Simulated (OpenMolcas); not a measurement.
**One shape, several levels: CH7BGe (SMILES C[BH][GeH3])**

Wanted: a comparison of 6 runs (HF/def2-SVP, B2PLYP/def2-SVP, BHLYP/def2-SVP, BLYP/def2-SVP, M06-2X/def2-SVP, PBE0/def2-SVP) of CH7BGe. 

The results are computed with OpenMolcas 26.06.

1 further run of the same task is left out (set aside as unsound or not needed).

**1. The molecule**

CH7BGe: 10 atoms, total charge 0, spin state singlet. SMILES: `C[BH][GeH3]`. Geometry: relaxed at PBE0-D4/def2-TZVP.

Bond lengths: C1–B2 1.548 Å, B2–Ge3 2.066 Å, C1–H4 1.093 Å, C1–H5 1.106 Å, C1–H6 1.091 Å, B2–H7 1.200 Å, Ge3–H8 1.544 Å, Ge3–H9 1.542 Å, Ge3–H10 1.542 Å. Some angles: C1–B2–Ge3 123.5°, C1–B2–H7 119.3°, Ge3–B2–H7 117.1°, B2–C1–H4 114.7°, B2–C1–H5 102.9°, B2–C1–H6 116.2°, B2–Ge3–H8 109.4°, B2–Ge3–H9 113.8°, B2–Ge3–H10 112.1°, H4–C1–H5 105.3°.

**2. Energy and forces at HF/def2-SVP (run 1)**

run.inp

```
&GATEWAY
  BASLIB=$CurrDir
  COORD
  10
  angstrom
  C       -1.211300       0.848000      -0.579700
  B       -0.013900      -0.123000      -0.719700
  Ge       1.111300      -0.784600       0.881600
  H       -1.972600       0.748500      -1.357000
  H       -0.747300       1.837300      -0.749600
  H       -1.677100       0.898700       0.405800
  H        0.326000      -0.481700      -1.813000
  H        0.918400      -2.307400       1.048300
  H        0.729200      -0.128900       2.224000
  H        2.620500      -0.558300       0.662100
  BASIS=def2-SVP
  GROUP=NoSym

&SEWARD

&SCF
  THRESHOLDS=1e-10 1e-07 1e-07 1e-05
  PRORBITALS=1 1

&ALASKA
```

The basis set def2-SVP is read from a file made from the Basis Set Exchange's data (not shown).

The run is started by

```sh
$ export MOLCAS_MEM=1860
$ pymolcas run.inp > run.log
```

Standard output:

```text
--- Start Module: gateway ---
[...]
--- Stop Module: gateway /rc=_RC_ALL_IS_WELL_ ---
[...]
      Basis functions           95
[...]
--- Start Module: scf ---
[...]
       Convergence after  15 Iterations
[...]
::    Total SCF energy                              -2141.6571689186
[...]
      Total spin, S                                     0.0000000000
[...]
      Total electronic charge=   50.000000
      Total            charge=   -0.000000
[...]
      Dipole Moment (debye):
      Origin of the operator (angstrom)=    0.6507   -0.4728    0.4877
                   X= -8.8242E-01               Y=  7.8046E-01               Z= -7.0098E-01           Total=  1.3708E+00
      Quadrupole Moment (debye*angstrom):
[...]
 *              Molecular gradients               *
 **************************************************
  Irreducible representation: a
 ------------------------------------------------------------------------------------------
                              X                       Y                       Z
 ------------------------------------------------------------------------------------------
  C1                8.29593631116587E-03   -1.13756736675428E-02    9.30393176982403E-04
  B2               -3.65324524077693E-03    4.33323033494193E-03    4.77569400535849E-03
  GE3              -6.32116814817607E-03    4.80170481781794E-03   -7.44463221316138E-03
  H4                1.19560158662768E-04    9.22947535762397E-04   -1.17568569008109E-03
  H5                5.55639392187279E-04    1.12365003738013E-03   -3.96703816490818E-04
  H6                4.30782485525860E-04    9.40022019845110E-04    8.52662781359204E-04
  H7               -1.36689798479472E-04    2.85167320955848E-04    1.99561971402407E-03
  H8                2.62867598788352E-04   -3.78987734549696E-04   -1.00693078610381E-04
[...]
```

It took 17 s on 1 thread of AMD EPYC 7R43 (Zen 3), shared host; peak memory 0.52 GiB.

**3. The energy at B2PLYP/def2-SVP (run 2)**

run.inp

```
&gateway
 baslib=$CurrDir
 basisset
 C.def2-SVP....
 C1 -1.211300 0.848000 -0.579700 angstrom
 End of Basis
 basisset
 B.def2-SVP....
 B2 -0.013900 -0.123000 -0.719700 angstrom
 End of Basis
 basisset
 Ge.def2-SVP....
 Ge3 1.111300 -0.784600 0.881600 angstrom
 End of Basis
 basisset
 H.def2-SVP....
 H4 -1.972600 0.748500 -1.357000 angstrom
 H5 -0.747300 1.837300 -0.749600 angstrom
 H6 -1.677100 0.898700 0.405800 angstrom
 H7 0.326000 -0.481700 -1.813000 angstrom
 H8 0.918400 -2.307400 1.048300 angstrom
 H9 0.729200 -0.128900 2.224000 angstrom
 H10 2.620500 -0.558300 0.662100 angstrom
 End of Basis

&seward
 gridinput
 Grid=UltraFine
 End of Grid

&scf
 ksdft=B2PLYP_SCF
 thresholds=1e-10 1e-07 1e-07 1e-05
 prorbitals=1 1

&mbpt2
 frozen=11
```

The basis set def2-SVP is read from a file made from the Basis Set Exchange's data (not shown).

The run is started by

```sh
$ export MOLCAS_MEM=1860
$ pymolcas run.inp > run.log
```

Standard output:

```text
--- Start Module: gateway ---
[...]
--- Stop Module: gateway /rc=_RC_ALL_IS_WELL_ ---
[...]
      Basis functions           95
[...]
--- Start Module: scf ---
[...]
       Convergence after  13 Iterations
[...]
::    Total KS-DFT energy                           -2143.2038227253
[...]
      Total spin, S                                     0.0000000000
[...]
      Total electronic charge=   50.000000
      Total            charge=   -0.000000
[...]
      Dipole Moment (debye):
      Origin of the operator (angstrom)=    0.6507   -0.4728    0.4877
                   X= -9.0297E-01               Y=  8.2076E-01               Z= -6.6528E-01           Total=  1.3898E+00
      Quadrupole Moment (debye*angstrom):
[...]
--- Stop Module: scf /rc=_RC_ALL_IS_WELL_ ---
[...]
--- Start Module: mbpt2 ---
[...]
 ###    WARNING: MP2 implementation intended for RHF references only         ###
 ###############################################################################
MBPT2 WARNING: Reference function according to RunFile:KS-DFT
I'll assume you know what you're doing and continue
WARNING!
Default frozen orbitals as non valence orbitals is overwritten by user input.
Default values:  16
[...]
       Reference weight ( Cref**2 )         =        0.81330
::    Total MBPT2 energy                            -2143.7727075948
[...]
      Total MBPT2 calculations                           0.47      0.54
--- Stop Module: mbpt2 /rc=_RC_ALL_IS_WELL_ ---
[...]
```

Wall time 33 s (1 thread of AMD EPYC 7R43 (Zen 3), shared host); peak memory 0.52 GiB.

**4. Energy and forces at BHLYP/def2-SVP (run 3)**

struct.xyz

```xyz
10

C     -1.211300     0.848000    -0.579700
B     -0.013900    -0.123000    -0.719700
Ge     1.111300    -0.784600     0.881600
H     -1.972600     0.748500    -1.357000
H     -0.747300     1.837300    -0.749600
H     -1.677100     0.898700     0.405800
H      0.326000    -0.481700    -1.813000
H      0.918400    -2.307400     1.048300
H      0.729200    -0.128900     2.224000
H      2.620500    -0.558300     0.662100
```

calc.inp

```
* CH7BGe Kohn-Sham DFT
&gateway
baslib=$CurrDir
coord=struct.xyz
basis=def2-SVP
group=NoSym
&seward
gridinput
Grid=UltraFine
End of Grid
&scf
ksdft=HYB_GGA_XC_BHANDHLYP
thresholds=1e-10 1e-07 1e-07 1e-05
prorbitals=1 2
&alaska
```

The basis set def2-SVP is read from a file made from the Basis Set Exchange's data (not shown).

The run is started by

```sh
$ export MOLCAS_MEM=1860
$ pymolcas calc.inp > calc.log
```

Standard output:

```text
--- Start Module: gateway ---
[...]
--- Stop Module: gateway /rc=_RC_ALL_IS_WELL_ ---
[...]
      Basis functions           95
[...]
--- Start Module: scf ---
[...]
       Convergence after  13 Iterations
[...]
::    Total KS-DFT energy                           -2143.7656786444
[...]
      Total spin, S                                     0.0000000000
[...]
      Total electronic charge=   50.000000
      Total            charge=   -0.000000
[...]
      Dipole Moment (debye):
      Origin of the operator (angstrom)=    0.6507   -0.4728    0.4877
                   X= -8.9875E-01               Y=  8.2278E-01               Z= -6.5692E-01           Total=  1.3843E+00
      Quadrupole Moment (debye*angstrom):
[...]
 *              Molecular gradients               *
 **************************************************
  Irreducible representation: a
 ------------------------------------------------------------------------------------------
                              X                       Y                       Z
 ------------------------------------------------------------------------------------------
  C1                1.62097710110043E-03   -3.26037085573594E-03    4.24045338133894E-04
  B2               -7.58451885978673E-04    7.69523752347512E-04    2.13411778062778E-04
  GE3              -2.53213768137250E-03    2.09581271564208E-03   -2.79385535917864E-03
  H4                5.97181305926675E-04    5.57389677357443E-04    3.01181375466975E-04
  H5               -1.60583835028927E-04    1.70541464927787E-04   -8.90254522956102E-06
  H6                4.61585588280133E-04    3.47141292311726E-04   -5.02273731596059E-04
  H7               -2.64222243674284E-04    2.59500085894482E-04    1.14068912136034E-03
  H8               -1.61677195322119E-04   -1.60177906218095E-03    1.94564917198603E-05
[...]
```

It took 47 s on 1 thread of AMD EPYC 7R43 (Zen 3), shared host; peak memory 0.52 GiB.

Runs 4 to 5 aren't shown in full; the table further down has their settings and results.

**5. Energy and forces at PBE0/def2-SVP (run 6)**

calc.input

```
&gateway
 baslib = $CurrDir
 coord
 10
 bohr
 C     -2.28902525     1.60248775    -1.09547423
 B     -0.02626719    -0.23243631    -1.36003589
 Ge     2.10005264    -1.48267912     1.66598255
 H     -3.72767375     1.41446000    -2.56435835
 H     -1.41219233     3.47199381    -1.41653870
 H     -3.16925968     1.69829687     0.76685086
 H      0.61605072    -0.91028107    -3.42607346
 H      1.73552447    -4.36035406     1.98099990
 H      1.37798829    -0.24358570     4.20275090
 H      4.95202731    -1.05503410     1.25118767
 basis = def2-SVP
 group = NoSym

&seward
 gridinput
 Grid=UltraFine
 End of Grid

&scf
 ksdft = PBE0
 thresholds = 1e-10 1e-07 1e-07 1e-05
 prorbitals = 1

&alaska
```

The basis set def2-SVP is read from a file made from the Basis Set Exchange's data (not shown).

The run is started by

```sh
$ export MOLCAS_MEM=1860
$ pymolcas calc.input > calc.log
```

Standard output:

```text
--- Start Module: gateway ---
[...]
--- Stop Module: gateway /rc=_RC_ALL_IS_WELL_ ---
[...]
      Basis functions           95
[...]
--- Start Module: scf ---
[...]
       Convergence after  14 Iterations
[...]
::    Total KS-DFT energy                           -2143.4747891345
[...]
      Total spin, S                                     0.0000000000
[...]
      Total electronic charge=   50.000000
      Total            charge=   -0.000000
[...]
      Dipole Moment (debye):
      Origin of the operator (angstrom)=    0.6507   -0.4728    0.4877
                   X= -9.2234E-01               Y=  8.6699E-01               Z= -6.2147E-01           Total=  1.4102E+00
      Quadrupole Moment (debye*angstrom):
[...]
 *              Molecular gradients               *
 **************************************************
  Irreducible representation: a
 ------------------------------------------------------------------------------------------
                              X                       Y                       Z
 ------------------------------------------------------------------------------------------
  C1               -1.00406855955182E-03    1.52865276804182E-03   -1.25772721633499E-04
  B2               -2.84823619067343E-04   -4.55677279291633E-04   -4.55827166005918E-03
  GE3               9.66762615739469E-06    1.20207838287811E-05    1.97341655242766E-04
  H4                3.73051796509882E-03    5.94505172307531E-04    4.19027846309605E-03
  H5               -2.17755705868017E-03   -3.71022128846654E-03    8.02573241605375E-04
  H6                2.31236892829978E-03   -3.43151703633748E-04   -5.14989589303294E-03
  H7               -1.85009832444771E-03    1.86015941692386E-03    5.56655118357341E-03
  H8               -1.88319167061524E-05    8.31604225493443E-04   -1.88155788494959E-04
[...]
```

It took 50 s on 1 thread of AMD EPYC 7R43 (Zen 3), shared host; peak memory 0.52 GiB.

**6. All runs side by side**

```csv
run,level,task,frozen core orbitals,energy (Eh),dipole moment (D),HOMO energy (eV),LUMO energy (eV),wall time
1,HF/def2-SVP,gradient,–,-2141.657169,1.37,-10.70,1.90,17 s
2,B2PLYP/def2-SVP,energy,11,-2143.357422,1.39,-8.88,-0.30,33 s
3,BHLYP/def2-SVP,gradient,–,-2143.765679,1.38,-8.94,-0.62,47 s
4,BLYP/def2-SVP,gradient,–,-2143.819985,1.43,-6.46,-2.46,46 s
5,M06-2X/def2-SVP,gradient,–,-2143.781639,1.40,-8.93,-0.81,64 s
6,PBE0/def2-SVP,gradient,–,-2143.474789,1.41,-7.82,-1.70,50 s
```

**7. Results**

```
                       quantity           value
            run 6: total energy  -2143.47479 Eh
           run 6: dipole moment          1.41 D
             run 6: HOMO energy        -7.82 eV
             run 6: LUMO energy        -1.70 eV
           run 6: HOMO–LUMO gap         6.12 eV
run 6: largest force on an atom      0.316 eV/Å
```

What this shows: The dipole moment (its size) runs from 1.37 D (HF/def2-SVP) to 1.43 D (BLYP/def2-SVP). The HOMO–LUMO gap runs from 4.00 eV (BLYP/def2-SVP) to 12.60 eV (HF/def2-SVP). Exact exchange widens orbital gaps. For B2PLYP the log adds the whole second-order term; the table takes 0.27 of it, as the functional is defined. Totals of different functionals can't be ranked against each other. All runs together took 4.3 min, the longest 64 s.
